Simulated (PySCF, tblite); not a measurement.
# C7H10NO+: vibronic structure

Wanted: vibronic structure for C7H10NO+ (`COc1cc[n+](C)cc1`).

Programs: tblite 0.8.0 and PySCF 2.14.0, with routines of our own; each step states its level. All values are computed. Atoms count from 0.

### Step 1. The system as given

19 atoms, charge 1, multiplicity 1; geometry from: force field or distance geometry start.

### Step 2. Optimising the geometry with GFN2-xTB

What the job is given:

```
{"job": {"kind": "relax", "xc": "GFN2-xTB", "basis": "xTB"}, "charge": 1, "multiplicity": 1}
C      3.317100    -0.607800    -0.090000
O      2.438600     0.522600    -0.241600
C      1.114400     0.306600    -0.075700
C      0.320700     1.456700    -0.236700
C     -1.058200     1.358400    -0.086900
N     -1.647400     0.174100     0.182300
C     -3.107000     0.102000     0.308600
C     -0.891700    -0.940200     0.329800
C      0.492400    -0.904000     0.200700
H      3.235800    -1.028200     0.923100
H      3.092200    -1.364800    -0.851400
H      4.331500    -0.261100    -0.237500
H      0.784100     2.407700    -0.440600
H     -1.694800     2.228000    -0.212700
H     -3.515900    -0.091900    -0.680800
H     -3.369000    -0.703600     1.018900
H     -3.481600     1.051700     0.706400
H     -1.421600    -1.879400     0.537500
H      1.050800    -1.817400     0.327400
```

On the command line:

```sh
$ OMP_NUM_THREADS=1 python excited_run.py task.json out
```

The driver reads the jobs from task.json and runs them one after another.

Standard output:

```text
step      E/eV     max force
  0    -725.69005    2.214
  1    -725.77255    0.753
  2    -725.79507    0.341
  3    -725.80859    0.229
  4    -725.81342    0.202
  5    -725.81610    0.149
  6    -725.81815    0.100
  7    -725.81974    0.101
  8    -725.82053    0.061
  9    -725.82090    0.044
 10    -725.82112    0.045
 11    -725.82130    0.035
 12    -725.82145    0.027
 13    -725.82154    0.019
 14    -725.82160    0.018
 15    -725.82165    0.022
 16    -725.82170    0.017
 17    -725.82176    0.016
 18    -725.82181    0.018
 19    -725.82186    0.019
 20    -725.82189    0.014
 21    -725.82192    0.012
 22    -725.82194    0.012
 23    -725.82197    0.013
 24    -725.82199    0.011
 25    -725.82200    0.008
```

Run time: 0.16 s. Hardware: 1 thread of Intel Xeon Platinum 8488C, shared host.

Step by step:

```csv
step,energy from step 0 (eV),largest force (eV/Å)
0,0.0000,2.2140
1,-0.0825,0.7525
2,-0.1050,0.3410
3,-0.1185,0.2294
4,-0.1234,0.2021
5,-0.1260,0.1485
6,-0.1281,0.1005
7,-0.1297,0.1005
8,-0.1305,0.0614
9,-0.1309,0.0443
10,-0.1311,0.0454
11,-0.1312,0.0350
12,-0.1314,0.0269
13,-0.1315,0.0193
14,-0.1315,0.0181
15,-0.1316,0.0216
16,-0.1316,0.0173
17,-0.1317,0.0158
18,-0.1318,0.0179
19,-0.1318,0.0187
20,-0.1318,0.0144
21,-0.1319,0.0121
22,-0.1319,0.0117
23,-0.1319,0.0128
24,-0.1319,0.0114
25,-0.1319,0.0081
```

Distances of close pairs at the start and the end, largest changes first:

```csv
bond,before (Å),after (Å),change (Å)
O1–C2,1.352,1.308,-0.044
C3–C4,1.390,1.365,-0.026
C2–C8,1.389,1.410,+0.022
C7–C8,1.391,1.370,-0.020
N5–C6,1.467,1.446,-0.020
C0–O1,1.440,1.421,-0.018
C7–H17,1.098,1.080,-0.018
C6–H15,1.106,1.088,-0.017
```

The end geometry stands in the next job.

### Step 3. Infrared spectrum with GFN2-xTB

What the job is given:

```
{"job": {"kind": "ir", "xc": "GFN2-xTB", "basis": "xTB"}, "charge": 1, "multiplicity": 1}
C      3.313210    -0.616667    -0.087690
O      2.418029     0.479065    -0.222561
C      1.127804     0.313758    -0.084219
C      0.308250     1.457090    -0.230581
C     -1.045196     1.354272    -0.088252
N     -1.639809     0.179882     0.192861
C     -3.079313     0.102344     0.310185
C     -0.891340    -0.923799     0.328601
C      0.472628    -0.902159     0.201091
H      3.257121    -1.050785     0.912851
H      3.113627    -1.382712    -0.839861
H      4.306507    -0.202245    -0.247594
H      0.770568     2.405192    -0.451916
H     -1.686458     2.216137    -0.196232
H     -3.527724    -0.093873    -0.666025
H     -3.361275    -0.701249     0.987746
H     -3.478841     1.040011     0.691204
H     -1.411200    -1.845090     0.546941
H      1.023609    -1.819922     0.324257
```

Standard output:

```text
mode    cm-1     km/mol
  1     -39.6      0.36
  2      91.0      1.38
  3     172.2      4.28
  4     193.9      0.05
  5     213.0      2.35
  6     310.8      4.99
  7     362.1      0.48
  8     389.4      0.22
  9     415.1      1.85
 10     484.0      5.06
 11     521.5     11.82
 12     631.0      0.13
 13     678.0      3.10
 14     759.2     16.21
 15     828.7     68.22
 16     861.2      3.58
 17     863.4      2.61
 18     906.2      0.20
 19     917.7      0.38
 20    1021.0      4.09
 21    1036.4     18.42
 22    1057.7      1.84
 23    1088.6      7.82
 24    1101.7      0.87
 25    1121.6      1.64
 26    1142.5      6.24
 27    1188.9     45.82
 28    1210.3      1.50
 29    1253.3      3.15
 30    1327.3     83.43
 31    1353.0     85.23
 32    1392.9      8.94
 33    1410.8     70.64
 34    1440.2     13.19
 35    1443.8     24.94
 36    1446.1     25.70
 37    1450.2     21.93
 38    1468.0     17.12
 39    1479.8    233.68
 40    1524.8    103.18
 41    1601.1    332.63
 42    2982.3      7.33
 43    2985.1      7.76
 44    3003.7      0.20
 45    3047.9      1.99
 46    3051.2      0.04
 47    3053.0      0.03
 48    3096.3      2.89
 49    3101.0      5.41
 50    3126.6      7.77
 51    3127.7      2.05
```

Wall time 0.65 s (1 thread of Intel Xeon Platinum 8488C, shared host).

Which atoms move in the most intense modes:

```csv
cm⁻¹,km/mol,atoms
829,68.2,"H18 33 %, C2 14 %, H17 13 %, C8 11 %"
1189,45.8,"H18 29 %, H17 23 %, H12 18 %"
1327,83.4,"C2 22 %, N5 19 %, H17 18 %, C8 13 %"
1353,85.2,"N5 25 %, C2 21 %, H13 11 %"
1411,70.6,"H14 36 %, H15 24 %, H16 24 %, C6 12 %"
1480,233.7,"C2 33 %, C3 15 %, N5 12 %"
1525,103.2,"C2 28 %, N5 25 %, C8 14 %, C7 13 %"
1601,332.6,"C4 24 %, C3 23 %, C7 22 %, C8 16 %"
```

### Step 4. Vibronic structure: TDDFT BHandHLYP/def2-SV(P)

Settings changed since step 3:

```diff
@@ -1,2 +1,2 @@
-{"job": {"kind": "ir", "xc": "GFN2-xTB", "basis": "xTB"}, "charge": 1, "multiplicity": 1}
+{"job": {"kind": "vib", "xc": "BHandHLYP", "basis": "def2-SV(P)", "tda": false}, "charge": 1, "multiplicity": 1}
 C      3.313210    -0.616667    -0.087690
```

With the program's defaults for keys left out, this is: TDDFT BHandHLYP/def2-SV(P) vertical-gradient vibronic structure (displaced harmonic oscillators, Condon), gas phase.

Standard output:

```text
final grid: 71280 points
cycle   1  E = -401.8605379221  dE =  2.242e+00  |g| = 5.807e-01  |ddm| = 4.540e+00
cycle   2  E = -401.8495478297  dE =  1.099e-02  |g| = 6.731e-01  |ddm| = 1.214e+00
cycle   3  E = -401.9415491378  dE = -9.200e-02  |g| = 1.036e-01  |ddm| = 6.814e-01
cycle   4  E = -401.9435762393  dE = -2.027e-03  |g| = 4.723e-02  |ddm| = 1.498e-01
cycle   5  E = -401.9441137687  dE = -5.375e-04  |g| = 9.346e-03  |ddm| = 5.733e-02
cycle   6  E = -401.9441346793  dE = -2.091e-05  |g| = 3.312e-03  |ddm| = 1.115e-02
cycle   7  E = -401.9441372491  dE = -2.570e-06  |g| = 7.965e-04  |ddm| = 3.315e-03
cycle   8  E = -401.9441374364  dE = -1.873e-07  |g| = 3.331e-04  |ddm| = 1.104e-03
cycle   9  E = -401.9441374681  dE = -3.172e-08  |g| = 7.507e-05  |ddm| = 3.872e-04
cycle  10  E = -401.9441374713  dE = -3.265e-09  |g| = 4.247e-05  |ddm| = 1.658e-04
cycle  11  E = -401.9441374719  dE = -5.300e-10  |g| = 9.686e-06  |ddm| = 5.362e-05
converged SCF energy = -401.9441374719

Singlet excitations (eV, f): 5.819 (0.0287)  5.858 (0.2457)  6.968 (0.3017)  7.394 (0.0003)  7.468 (0.6796)  8.415 (0.0017)

State S1  5.8192 eV  f = 0.02871  H->L+1 0.45, H-1->L 0.42, H->L 0.10
  relaxed dipole 2.643 D, largest gradient of the excitation energy 0.0477 Eh/bohr
  mode    cm-1        S   lambda/meV  Raman
   17    863.4    0.3650      39.1   0.831
   41   1601.1    0.1278      25.4   1.000
   30   1327.3    0.1469      24.2   0.790
   28   1210.3    0.1151      17.3   0.515
   21   1036.4    0.0635       8.2   0.208
   38   1468.0    0.0386       7.0   0.254
   31   1353.0    0.0333       5.6   0.186
   20   1021.0    0.0387       4.9   0.123
   40   1524.8    0.0215       4.1   0.153
    5    213.0    0.1253       3.3   0.017
   29   1253.3    0.0174       2.7   0.083
   14    759.2    0.0183       1.7   0.032
  reorganisation energy 0.1538 eV, total S 1.204, 0-0 5.6654 eV
  absorption maximum 5.667 eV, width 0.044 eV

State S3  6.9681 eV  f = 0.30168  H->L+1 0.49, H-1->L 0.48
  relaxed dipole 1.909 D, largest gradient of the excitation energy 0.0474 Eh/bohr
  mode    cm-1        S   lambda/meV  Raman
   41   1601.1    0.1878      37.3   1.000
   17    863.4    0.3102      33.2   0.480
   28   1210.3    0.2094      31.4   0.637
   31   1353.0    0.0778      13.0   0.296
   39   1479.8    0.0595      10.9   0.271
   30   1327.3    0.0581       9.6   0.213
   21   1036.4    0.0613       7.9   0.137
    9    415.1    0.1091       5.6   0.039
   40   1524.8    0.0272       5.1   0.131
   27   1188.9    0.0305       4.5   0.089
   20   1021.0    0.0256       3.2   0.055
    7    362.1    0.0565       2.5   0.015
  reorganisation energy 0.1730 eV, total S 1.322, 0-0 6.7951 eV
  absorption maximum 6.795 eV, width 0.192 eV

State S5  7.4685 eV  f = 0.67957  H-1->L+1 0.83, H->L 0.10
  relaxed dipole 2.770 D, largest gradient of the excitation energy 0.0943 Eh/bohr
  mode    cm-1        S   lambda/meV  Raman
   41   1601.1    1.6684     331.2   1.000
   27   1188.9    0.1916      28.2   0.063
   17    863.4    0.1892      20.3   0.033
    9    415.1    0.3208      16.5   0.013
   30   1327.3    0.0885      14.6   0.036
   28   1210.3    0.0733      11.0   0.025
   31   1353.0    0.0636      10.7   0.027
   21   1036.4    0.0829      10.7   0.021
   20   1021.0    0.0572       7.2   0.014
   11    521.5    0.0772       5.0   0.005
   39   1479.8    0.0161       3.0   0.008
    7    362.1    0.0610       2.7   0.002
  reorganisation energy 0.4750 eV, total S 3.006, 0-0 6.9935 eV
  absorption maximum 7.390 eV, width 0.444 eV

State T1  4.1306 eV  f = 0.00000  H->L 0.94
  relaxed dipole 1.950 D, largest gradient of the excitation energy 0.0612 Eh/bohr
  mode    cm-1        S   lambda/meV  Raman
   41   1601.1    0.4467      88.7   1.000
   17    863.4    0.7369      78.9   0.480
   28   1210.3    0.1868      28.0   0.239
   21   1036.4    0.1025      13.2   0.096
   40   1524.8    0.0695      13.1   0.141
   27   1188.9    0.0867      12.8   0.107
   14    759.2    0.0955       9.0   0.048
   20   1021.0    0.0654       8.3   0.060
   31   1353.0    0.0449       7.5   0.072
    5    213.0    0.2575       6.8   0.010
   38   1468.0    0.0281       5.1   0.053
   22   1057.7    0.0134       1.8   0.013
  reorganisation energy 0.2844 eV, total S 2.264, 0-0 3.8462 eV
  absorption maximum 4.052 eV, width 0.462 eV
```

Wall time 45 s (1 thread of Intel Xeon Platinum 8488C, shared host); peak memory 0.89 GiB.

### Step 5. Vibronic structure: TDDFT BHandHLYP/def2-SV(P)

Settings changed since step 4:

```diff
@@ -1,2 +1,2 @@
-{"job": {"kind": "vib", "xc": "BHandHLYP", "basis": "def2-SV(P)", "tda": false}, "charge": 1, "multiplicity": 1}
+{"job": {"kind": "vib", "xc": "BHandHLYP", "basis": "def2-SV(P)", "tda": false, "grid": 3, "nbright": 1}, "charge": 1, "multiplicity": 1}
 C      3.313210    -0.616667    -0.087690
```

Level: TDDFT BHandHLYP/def2-SV(P) vertical-gradient vibronic structure (displaced harmonic oscillators, Condon), gas phase.

Standard output:

```text
coarse grid: 15952 points
cycle   1  E = -401.8088113759  dE =  2.238e+00  |g| = 5.795e-01  |ddm| = 4.539e+00
cycle   2  E = -401.7983344007  dE =  1.048e-02  |g| = 6.704e-01  |ddm| = 1.212e+00
cycle   3  E = -401.8895110695  dE = -9.118e-02  |g| = 1.037e-01  |ddm| = 6.777e-01
cycle   4  E = -401.8915414289  dE = -2.030e-03  |g| = 4.718e-02  |ddm| = 1.497e-01
cycle   5  E = -401.8920777462  dE = -5.363e-04  |g| = 9.292e-03  |ddm| = 5.721e-02
cycle   6  E = -401.8920984085  dE = -2.066e-05  |g| = 3.314e-03  |ddm| = 1.113e-02
cycle   7  E = -401.8921009816  dE = -2.573e-06  |g| = 7.913e-04  |ddm| = 3.308e-03
final grid: 224896 points
cycle   8  E = -401.9441027229  dE = -2.235e-05  |g| = 3.293e-03  |ddm| = 2.708e-02
cycle   9  E = -401.9441035819  dE = -8.591e-07  |g| = 2.996e-03  |ddm| = 6.248e-03
cycle  10  E = -401.9441055126  dE = -1.931e-06  |g| = 5.993e-04  |ddm| = 2.890e-03
cycle  11  E = -401.9441055897  dE = -7.707e-08  |g| = 1.750e-04  |ddm| = 7.233e-04
cycle  12  E = -401.9441055978  dE = -8.089e-09  |g| = 6.562e-05  |ddm| = 2.623e-04
cycle  13  E = -401.9441055989  dE = -1.143e-09  |g| = 2.084e-05  |ddm| = 7.613e-05
cycle  14  E = -401.9441055991  dE = -1.668e-10  |g| = 7.375e-06  |ddm| = 3.350e-05
converged SCF energy = -401.9441055991

Singlet excitations (eV, f): 5.819 (0.0289)  5.858 (0.2455)  6.968 (0.3017)  7.394 (0.0003)  7.469 (0.6795)  8.415 (0.0017)

State S1  5.8193 eV  f = 0.02886  H->L+1 0.45, H-1->L 0.42, H->L 0.11
  relaxed dipole 2.642 D, largest gradient of the excitation energy 0.0477 Eh/bohr
  mode    cm-1        S   lambda/meV  Raman
   17    863.4    0.3651      39.1   0.833
   41   1601.1    0.1275      25.3   1.000
   30   1327.3    0.1470      24.2   0.793
   28   1210.3    0.1152      17.3   0.516
   21   1036.4    0.0635       8.2   0.209
   38   1468.0    0.0388       7.1   0.256
   31   1353.0    0.0331       5.6   0.186
   20   1021.0    0.0387       4.9   0.123
   40   1524.8    0.0216       4.1   0.154
    5    213.0    0.1254       3.3   0.017
   29   1253.3    0.0174       2.7   0.084
   14    759.2    0.0183       1.7   0.032
  reorganisation energy 0.1539 eV, total S 1.204, 0-0 5.6654 eV
  absorption maximum 5.667 eV, width 0.044 eV

State S5  7.4685 eV  f = 0.67954  H-1->L+1 0.83, H->L 0.10
  relaxed dipole 2.770 D, largest gradient of the excitation energy 0.0943 Eh/bohr
  mode    cm-1        S   lambda/meV  Raman
   41   1601.1    1.6684     331.2   1.000
   27   1188.9    0.1916      28.2   0.063
   17    863.4    0.1892      20.3   0.033
    9    415.1    0.3208      16.5   0.013
   30   1327.3    0.0885      14.6   0.036
   28   1210.3    0.0733      11.0   0.025
   31   1353.0    0.0636      10.7   0.027
   21   1036.4    0.0829      10.7   0.021
   20   1021.0    0.0572       7.2   0.014
   11    521.5    0.0772       5.0   0.005
   39   1479.8    0.0161       3.0   0.008
    7    362.1    0.0610       2.7   0.002
  reorganisation energy 0.4749 eV, total S 3.006, 0-0 6.9936 eV
  absorption maximum 7.390 eV, width 0.444 eV

State T1  4.1306 eV  f = 0.00000  H->L 0.94
  relaxed dipole 1.950 D, largest gradient of the excitation energy 0.0612 Eh/bohr
  mode    cm-1        S   lambda/meV  Raman
   41   1601.1    0.4467      88.7   1.000
   17    863.4    0.7370      78.9   0.480
   28   1210.3    0.1868      28.0   0.239
   21   1036.4    0.1026      13.2   0.096
   40   1524.8    0.0695      13.1   0.141
   27   1188.9    0.0866      12.8   0.107
   14    759.2    0.0956       9.0   0.048
   20   1021.0    0.0654       8.3   0.060
   31   1353.0    0.0449       7.5   0.072
    5    213.0    0.2575       6.8   0.010
   38   1468.0    0.0281       5.1   0.053
   22   1057.7    0.0134       1.8   0.013
  reorganisation energy 0.2845 eV, total S 2.264, 0-0 3.8462 eV
  absorption maximum 4.052 eV, width 0.462 eV
```

Run time: 2.3 min. Hardware: 1 thread of Intel Xeon Platinum 8488C, shared host; peak memory 0.94 GiB.

### Step 6. Outcome

```
                                                                                            quantity                     value
                                                           strongest single infrared mode (GFN2-xTB)     1601 cm⁻¹, 333 km/mol
                                                                        zero-point energy (GFN2-xTB)             98.3 kcal/mol
S1: vertical, reorganisation, 0-0, total S (step 4, TDDFT BHandHLYP/def2-SV(P), modes from GFN2-xTB)  5.82, 0.15, 5.67 eV; 1.2
S3: vertical, reorganisation, 0-0, total S (step 4, TDDFT BHandHLYP/def2-SV(P), modes from GFN2-xTB)  6.97, 0.17, 6.80 eV; 1.3
S5: vertical, reorganisation, 0-0, total S (step 4, TDDFT BHandHLYP/def2-SV(P), modes from GFN2-xTB)  7.47, 0.47, 6.99 eV; 3.0
S1: vertical, reorganisation, 0-0, total S (step 5, TDDFT BHandHLYP/def2-SV(P), modes from GFN2-xTB)  5.82, 0.15, 5.67 eV; 1.2
S5: vertical, reorganisation, 0-0, total S (step 5, TDDFT BHandHLYP/def2-SV(P), modes from GFN2-xTB)  7.47, 0.47, 6.99 eV; 3.0
  T1: vertical, reorganisation, 0-0, total S (step 5, TDA BHandHLYP/def2-SV(P), modes from GFN2-xTB)  4.13, 0.28, 3.85 eV; 2.3
```

In words: The lowest mode is imaginary (40i cm⁻¹), so the xTB geometry is not a minimum. The strongest single mode, at 1601 cm⁻¹, is spread over several atoms, C4, C3, C7, C8 among them. GFN2-xTB is a fitted tight-binding method: band positions and strengths are rough. Its intensities can rank the bands wrongly. Some states lie very close; unless symmetry makes them partners, their order is unsure. The vibronic model keeps the ground-state modes (from xTB) and shifts them along the gradient alone, so it can miss much of the relaxation that a full optimisation finds.
